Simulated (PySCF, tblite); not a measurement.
# C5H2FO3−: dynamics, then NMR shifts on frames, part 2 of 2

tblite 0.8.0 and PySCF 2.14.0. Atoms count from 0. Earlier steps stand in the parts before.

## 5. NMR shieldings: 625 fs, PBE0/pcSseg-1

The job: settings as JSON, then the geometry in Å.

```
{"job": {"kind": "nmr", "xc": "PBE0", "basis": "pcSseg-1", "pop": false}, "charge": -1, "multiplicity": 1}
O      3.053700    -0.414200    -0.055000
C      2.255600    -1.383200    -0.257800
O      2.352000    -2.564900    -0.622800
C      0.799200    -1.018400     0.213400
C      0.408500    -0.086400     1.128400
C     -1.022500    -0.227800     1.237400
C     -1.267200    -1.280500     0.423300
F     -2.403200    -1.951200     0.220700
O     -0.251700    -1.774600    -0.219500
H      1.063000     0.599900     1.589000
H     -1.725900     0.384400     1.801600
```

With the program's defaults for keys left out, this is: GIAO PBE0/pcSseg-1 NMR shielding, non-relativistic, gas phase.

Output:

```text
coarse grid: 11016 points
cycle   1  E = -516.3056235107  dE =  1.938e+00  |g| = 1.214e+00  |ddm| = 3.381e+00
cycle   2  E = -515.6771150365  dE =  6.285e-01  |g| = 2.146e+00  |ddm| = 3.533e+00
cycle   3  E = -516.5743255548  dE = -8.972e-01  |g| = 2.339e-01  |ddm| = 2.694e+00
cycle   4  E = -516.5824337103  dE = -8.108e-03  |g| = 1.532e-01  |ddm| = 3.429e-01
cycle   5  E = -516.5857174280  dE = -3.284e-03  |g| = 7.624e-02  |ddm| = 1.644e-01
cycle   6  E = -516.5868322491  dE = -1.115e-03  |g| = 1.371e-02  |ddm| = 6.596e-02
cycle   7  E = -516.5868623019  dE = -3.005e-05  |g| = 6.451e-03  |ddm| = 1.331e-02
cycle   8  E = -516.5868695493  dE = -7.247e-06  |g| = 1.423e-03  |ddm| = 5.048e-03
final grid: 112016 points
cycle   9  E = -516.6780976772  dE = -9.536e-06  |g| = 1.526e-02  |ddm| = 2.604e-02
cycle  10  E = -516.6780193947  dE =  7.828e-05  |g| = 2.556e-02  |ddm| = 3.040e-02
cycle  11  E = -516.6781386042  dE = -1.192e-04  |g| = 1.540e-03  |ddm| = 1.954e-02
cycle  12  E = -516.6781391532  dE = -5.490e-07  |g| = 3.885e-04  |ddm| = 1.672e-03
cycle  13  E = -516.6781391746  dE = -2.135e-08  |g| = 1.860e-04  |ddm| = 3.661e-04
cycle  14  E = -516.6781391809  dE = -6.302e-09  |g| = 6.876e-05  |ddm| = 1.845e-04
cycle  15  E = -516.6781391817  dE = -8.697e-10  |g| = 1.898e-05  |ddm| = 6.580e-05
converged SCF energy = -516.6781391817

GIAO shielding tensors (ppm)
atom      isotropic    diamagn.    paramagn.     s11        s22        s33       span
  0 O        2.479     407.903    -405.424   -214.933      3.207    219.163    434.096
  1 C       20.191     242.012    -221.821    -83.742     52.729     91.586    175.328
  2 O       -6.223     402.517    -408.741   -215.437    -58.654    255.420    470.857
  3 C       20.675     259.511    -238.836    -72.651     43.217     91.461    164.112
  4 C       77.038     253.392    -176.354     -8.008     76.586    162.536    170.544
  5 C      104.105     258.205    -154.100     54.694     95.238    162.384    107.690
  6 C       27.706     252.071    -224.364    -35.539     53.698     64.960    100.499
  7 F      301.213     472.399    -171.186    223.298    328.758    351.582    128.285
  8 O       57.033     402.329    -345.296    -60.802      8.385    223.516    284.318
  9 H       25.439      34.318      -8.880     22.768     25.953     27.594      4.826
 10 H       26.334      31.609      -5.275     23.633     26.490     28.879      5.245
```

Wall time 25 s (1 thread of Intel Xeon Platinum 8175M at 2.50GHz, shared host); peak memory 0.75 GiB.

In short: δ C1 166.7, C3 166.2, C6 159.2, C4 109.9, H9 6.28, H10 5.38 ppm.

## 6. NMR shieldings: 800 fs, PBE0/pcSseg-1

The job: settings as JSON, then the geometry in Å.

```
{"job": {"kind": "nmr", "xc": "PBE0", "basis": "pcSseg-1", "pop": false}, "charge": -1, "multiplicity": 1}
O      2.964800    -0.565700    -0.322200
C      2.074500    -1.398100    -0.312300
O      2.146600    -2.564100    -0.658800
C      0.641900    -0.912500     0.080900
C      0.148800     0.341300     0.241500
C     -1.275800     0.239200     0.268500
C     -1.502600    -1.093200     0.228800
F     -2.707800    -1.727400     0.310800
O     -0.416300    -1.806100     0.012900
H      0.692800     1.313200     0.352300
H     -1.999100     1.075800     0.362100
```

Method: GIAO PBE0/pcSseg-1 NMR shielding, non-relativistic, gas phase.

Output:

```text
coarse grid: 11016 points
cycle   1  E = -516.2944183165  dE =  1.966e+00  |g| = 1.230e+00  |ddm| = 3.370e+00
cycle   2  E = -514.0581026523  dE =  2.236e+00  |g| = 2.824e+00  |ddm| = 4.511e+00
cycle   3  E = -516.4557404835  dE = -2.398e+00  |g| = 7.003e-01  |ddm| = 4.197e+00
cycle   4  E = -516.5737352082  dE = -1.180e-01  |g| = 2.049e-01  |ddm| = 6.487e-01
cycle   5  E = -516.5814047639  dE = -7.670e-03  |g| = 1.348e-01  |ddm| = 3.206e-01
cycle   6  E = -516.5848401492  dE = -3.435e-03  |g| = 3.976e-02  |ddm| = 1.338e-01
cycle   7  E = -516.5850650280  dE = -2.249e-04  |g| = 2.014e-02  |ddm| = 4.803e-02
cycle   8  E = -516.5851357138  dE = -7.069e-05  |g| = 4.237e-03  |ddm| = 1.795e-02
cycle   9  E = -516.5851386955  dE = -2.982e-06  |g| = 1.956e-03  |ddm| = 5.814e-03
final grid: 112016 points
cycle  10  E = -516.6760603812  dE = -1.517e-05  |g| = 1.350e-02  |ddm| = 3.188e-02
cycle  11  E = -516.6760122387  dE =  4.814e-05  |g| = 2.143e-02  |ddm| = 2.549e-02
cycle  12  E = -516.6760917074  dE = -7.947e-05  |g| = 1.122e-03  |ddm| = 1.606e-02
cycle  13  E = -516.6760919838  dE = -2.765e-07  |g| = 3.742e-04  |ddm| = 1.302e-03
cycle  14  E = -516.6760920100  dE = -2.615e-08  |g| = 1.414e-04  |ddm| = 3.389e-04
cycle  15  E = -516.6760920134  dE = -3.411e-09  |g| = 5.610e-05  |ddm| = 1.426e-04
cycle  16  E = -516.6760920140  dE = -5.908e-10  |g| = 1.577e-05  |ddm| = 6.013e-05
converged SCF energy = -516.6760920140

GIAO shielding tensors (ppm)
atom      isotropic    diamagn.    paramagn.     s11        s22        s33       span
  0 O       37.087     408.080    -370.993   -130.307      7.242    234.324    364.631
  1 C       30.689     235.936    -205.247    -66.362     55.929    102.500    168.862
  2 O       12.279     403.229    -390.950   -159.760    -56.944    253.542    413.302
  3 C       26.330     258.306    -231.976    -56.585     48.357     87.217    143.801
  4 C       72.944     253.966    -181.022     -7.104     66.751    159.185    166.288
  5 C       97.044     258.395    -161.350     44.430     90.624    156.079    111.649
  6 C       22.677     254.524    -231.847    -42.966     50.380     60.617    103.583
  7 F      294.184     472.253    -178.069    208.241    319.478    354.834    146.594
  8 O       41.726     401.309    -359.583    -84.244      7.742    201.679    285.924
  9 H       24.658      32.027      -7.369     21.783     25.727     26.464      4.681
 10 H       25.913      31.279      -5.367     23.023     26.344     28.371      5.347
```

It took 24 s on 1 thread of Intel Xeon Platinum 8175M at 2.50GHz, shared host; peak memory 0.75 GiB.

This run: δ C6 164.2, C3 160.6, C1 156.2, C4 114.0, H9 7.06, H10 5.80 ppm.

## 7. Nuclear shieldings: 1000 fs, PBE0/pcSseg-1

The job: settings as JSON, then the geometry in Å.

```
{"job": {"kind": "nmr", "xc": "PBE0", "basis": "pcSseg-1", "pop": false}, "charge": -1, "multiplicity": 1}
O      2.800800    -0.903600    -0.783400
C      1.818900    -1.661000    -0.593800
O      1.741000    -2.903100    -0.582600
C      0.426600    -1.007100    -0.456800
C      0.051200     0.287100    -0.761700
C     -1.263500     0.480400    -0.260700
C     -1.608100    -0.701200     0.264200
F     -2.700000    -1.005900     0.998200
O     -0.603600    -1.534500     0.204900
H      0.551300     1.207800    -1.167100
H     -1.854600     1.385200    -0.238500
```

With the program's defaults for keys left out, this is: GIAO PBE0/pcSseg-1 NMR shielding, non-relativistic, gas phase.

Output:

```text
coarse grid: 11016 points
cycle   1  E = -516.2887266392  dE =  2.001e+00  |g| = 1.225e+00  |ddm| = 3.377e+00
cycle   2  E = -514.7477631931  dE =  1.541e+00  |g| = 2.686e+00  |ddm| = 4.428e+00
cycle   3  E = -516.5133318848  dE = -1.766e+00  |g| = 5.076e-01  |ddm| = 3.949e+00
cycle   4  E = -516.5749259301  dE = -6.159e-02  |g| = 1.344e-01  |ddm| = 6.110e-01
cycle   5  E = -516.5772902568  dE = -2.364e-03  |g| = 8.284e-02  |ddm| = 1.753e-01
cycle   6  E = -516.5785245395  dE = -1.234e-03  |g| = 2.392e-02  |ddm| = 6.970e-02
cycle   7  E = -516.5786337235  dE = -1.092e-04  |g| = 7.866e-03  |ddm| = 2.310e-02
cycle   8  E = -516.5786467717  dE = -1.305e-05  |g| = 2.951e-03  |ddm| = 1.058e-02
cycle   9  E = -516.5786483655  dE = -1.594e-06  |g| = 1.659e-03  |ddm| = 3.935e-03
final grid: 112016 points
cycle  10  E = -516.6691478498  dE = -1.224e-05  |g| = 1.414e-02  |ddm| = 2.867e-02
cycle  11  E = -516.6690835788  dE =  6.427e-05  |g| = 2.356e-02  |ddm| = 2.868e-02
cycle  12  E = -516.6691814306  dE = -9.785e-05  |g| = 2.386e-03  |ddm| = 1.886e-02
cycle  13  E = -516.6691825861  dE = -1.156e-06  |g| = 4.333e-04  |ddm| = 2.340e-03
cycle  14  E = -516.6691826116  dE = -2.548e-08  |g| = 2.001e-04  |ddm| = 4.607e-04
cycle  15  E = -516.6691826196  dE = -8.061e-09  |g| = 5.407e-05  |ddm| = 1.937e-04
cycle  16  E = -516.6691826202  dE = -5.741e-10  |g| = 1.410e-05  |ddm| = 4.788e-05
converged SCF energy = -516.6691826202

GIAO shielding tensors (ppm)
atom      isotropic    diamagn.    paramagn.     s11        s22        s33       span
  0 O        1.745     407.216    -405.470   -188.993    -22.451    216.680    405.672
  1 C       21.567     238.043    -216.476    -79.847     56.173     88.376    168.223
  2 O      -27.573     402.904    -430.477   -249.606    -95.162    262.048    511.654
  3 C       34.059     258.065    -224.006    -59.071     52.665    108.583    167.653
  4 C       70.713     255.633    -184.920     -2.084     58.201    156.022    158.106
  5 C       92.976     260.350    -167.374     31.399     87.528    160.002    128.602
  6 C       28.308     255.988    -227.679    -36.782     53.300     68.407    105.188
  7 F      310.121     472.902    -162.781    239.313    332.698    358.352    119.039
  8 O       48.679     400.177    -351.498    -97.943     29.167    214.813    312.756
  9 H       24.681      32.233      -7.552     21.441     25.760     26.841      5.400
 10 H       26.328      33.004      -6.676     23.836     26.979     28.169      4.332
```

Run time: 24 s. Hardware: 1 thread of Intel Xeon Platinum 8175M at 2.50GHz, shared host; peak memory 0.75 GiB.

This run: δ C1 165.4, C6 158.6, C3 152.9, C4 116.2, H9 7.04, H10 5.39 ppm.

## 8. Comparing the runs: NMR shifts

Shifts (ppm) of some atoms, chosen among heavy atoms and hydrogens apart, with basis size and wall time:

| frame | C3 | H9 | H10 | O8 | O2 | O0 | F7 | functions | time |
| --- | --- | --- | --- | --- | --- | --- | --- | --- | --- |
| 250 fs | 173.3 | 6.56 | 4.83 | 315.0 | 314.3 | 286.9 | -145.0 | 163 | 28 s |
| 425 fs | 161.6 | 5.98 | 5.83 | 287.0 | 325.1 | 303.9 | -130.3 | 163 | 24 s |
| 625 fs | 166.2 | 6.28 | 5.38 | 279.0 | 342.3 | 333.6 | -130.3 | 163 | 25 s |
| 800 fs | 160.6 | 7.06 | 5.80 | 294.4 | 323.8 | 299.0 | -123.2 | 163 | 24 s |
| 1000 fs | 152.9 | 7.04 | 5.39 | 287.4 | 363.7 | 334.3 | -139.2 | 163 | 24 s |

## 9. What came out

This closing draws on all 2 parts.

| quantity | value |
| --- | --- |
| thermostat | 300 K |
| mean temperature, second half | 249 K |
| mean potential energy above the minimum | 0.28 eV |
| ¹³C shifts against TMS (PBE0/pcSseg-1, 250 fs) | 173.3, 163.5, 152.4, 112.2, 82.1 ppm |
| ¹H shifts against TMS (PBE0/pcSseg-1, 250 fs) | 6.56, 4.83 ppm |
| ¹⁷O shifts against H2O (PBE0/pcSseg-1, 250 fs) | 315.0, 314.3, 286.9 ppm |
| ¹⁹F shifts against CFCl3 (PBE0/pcSseg-1, 250 fs) | -145.0 ppm |
| range of the shift of O2 | 314.3 to 363.7 ppm |

In words: In the second half the potential energy averages 0.28 eV above the minimum; equipartition over 27 harmonic modes at 300 K would give 0.35 eV. With 11 atoms the temperature swings widely (128 to 395 K). Shifts at one fixed geometry are not the observed spectrum, which averages over the motion. In the first frame run (250 fs): The largest span, 373 ppm, is at O2, where the paramagnetic term is -382 ppm. NICS(1)zz of -22 ppm above the planar ring from C3 marks a diatropic (aromatic) ring current. In ppm, O2 moves most: its shift spreads over 49.4 ppm, from 314.3 (250 fs) to 363.7 (1000 fs).
